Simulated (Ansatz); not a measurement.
# FH7N2OSi2: one species, many methods

One table from this session's results is given with a row withheld; the runs are named, their logs left out.

Computed with Ansatz 0.2.0, Gaussian basis. Level: functionals in def2-TZVPP, the program's frozen cores in correlated methods.

Plan: PBE-D4, r2SCAN-D4, PBE0-D4, B3LYP-D4, ωB97X-V, ωB97M-V, B2PLYP; CCSD(T)/def2-TZVPP; MP2/def2-QZVPP; extrapolation to the limit.

## The geometry

All runs share one geometry, relaxed beforehand with PBE0-D4 in a triple-zeta def2 set.

SMILES `N[SiH2]O[SiH](N)F`, 13 atoms, charge 0, spin multiplicity 1.

Atoms are counted from 1 here; the program's logs count them from 0.

Bond lengths: N1–Si2 1.718 Å, N1–H7 1.007 Å, N1–H8 1.007 Å, Si2–O3 1.636 Å, Si2–H9 1.482 Å, Si2–H10 1.483 Å, O3–Si4 1.622 Å, Si4–N5 1.693 Å, Si4–F6 1.599 Å, Si4–H11 1.474 Å, N5–H12 1.006 Å, N5–H13 1.009 Å. Angles: Si2–N1–H7 119.7°, Si2–N1–H8 121.2°, H7–N1–H8 111.4°, N1–Si2–O3 112.0°, N1–Si2–H9 111.1°, N1–Si2–H10 106.8°, O3–Si2–H9 105.9°, O3–Si2–H10 109.1°, H9–Si2–H10 112.0°, Si2–O3–Si4 142.5°, O3–Si4–N5 108.5°, O3–Si4–F6 106.7°, O3–Si4–H11 111.6°, N5–Si4–F6 113.5°, N5–Si4–H11 111.5°, F6–Si4–H11 104.8°, Si4–N5–H12 122.7°, Si4–N5–H13 118.5° and more.

As a file:

| atom | x (Å) | y (Å) | z (Å) |
| --- | --- | --- | --- |
| N1 | 1.32554 | 1.32531 | 0.35985 |
| Si2 | 1.30922 | 0.24693 | -0.97697 |
| O3 | 0.18901 | -0.93175 | -0.79937 |
| Si4 | -1.18275 | -1.29577 | -0.01412 |
| N5 | -1.69629 | 0.07593 | 0.83429 |
| F6 | -0.85591 | -2.54422 | 0.92940 |
| H7 | 1.14953 | 2.30527 | 0.21151 |
| H8 | 1.94212 | 1.17742 | 1.14209 |
| H9 | 2.60994 | -0.44876 | -1.11825 |
| H10 | 0.97882 | 1.05412 | -2.17599 |
| H11 | -2.22368 | -1.78207 | -0.93683 |
| H12 | -2.54636 | 0.09502 | 1.37147 |
| H13 | -0.99917 | 0.72256 | 1.17296 |

The first run:

The input, in.yaml:

```yaml
crystal:
  periodic: [false, false, false]
  atoms:
    - {symbol: N, position_ang: [1.325536, 1.325306, 0.359849]}
    - {symbol: Si, position_ang: [1.309224, 0.246925, -0.976971]}
    - {symbol: O, position_ang: [0.189006, -0.931748, -0.799367]}
    - {symbol: Si, position_ang: [-1.182753, -1.295775, -0.014120]}
    - {symbol: N, position_ang: [-1.696287, 0.075933, 0.834291]}
    - {symbol: F, position_ang: [-0.855912, -2.544223, 0.929396]}
    - {symbol: H, position_ang: [1.149528, 2.305268, 0.211507]}
    - {symbol: H, position_ang: [1.942118, 1.177420, 1.142087]}
    - {symbol: H, position_ang: [2.609941, -0.448757, -1.118252]}
    - {symbol: H, position_ang: [0.978822, 1.054121, -2.175990]}
    - {symbol: H, position_ang: [-2.223682, -1.782067, -0.936834]}
    - {symbol: H, position_ang: [-2.546363, 0.095018, 1.371467]}
    - {symbol: H, position_ang: [-0.999168, 0.722559, 1.172956]}
basis:
  gaussian: {orbitals: def2-TZVPP}
hamiltonian: {xc: pbe, dispersion: d4}
output: {forces: true, orbitals: {seedname: orbitals}}
```

Command:

```
$ ansatz run in.yaml --threads 2 --pin off --events-out ev --progress --plain --max-ram 22528MiB --backend cuda --devices 0, --max-vram 18GiB
```

Among the steps run: PBE-D4 (GGA); r2SCAN-D4 (meta-GGA); PBE0-D4 (hybrid); B3LYP-D4 (hybrid); ωB97X-V (range-separated); ωB97M-V (range-separated); B2PLYP (double hybrid); CCSD(T) in def2-TZVPP; MP2 in def2-QZVPP.

One of the session's tables, all rows but one given; the rest of the session is left out.

```
            method  atomisation energy (eV)
            PBE-D4                   50.646
         r2SCAN-D4                   50.156
           PBE0-D4                        ?
          B3LYP-D4                   50.391
           ωB97X-V                   50.667
           ωB97M-V                   50.621
            B2PLYP                   49.861
     HF/def2-TZVPP                   35.965
    MP2/def2-TZVPP                   49.842
   CCSD/def2-TZVPP                   48.244
CCSD(T)/def2-TZVPP                   48.920
           MP2/CBS                   51.543
       CCSD(T)/CBS                   50.622
```

**Question.** Estimate the row for PBE0-D4.

The run gave: atomisation energy (eV): 49.740. In the column «atomisation energy (eV)» it lies between CCSD(T)/def2-TZVPP (48.920) and MP2/def2-TZVPP (49.842).
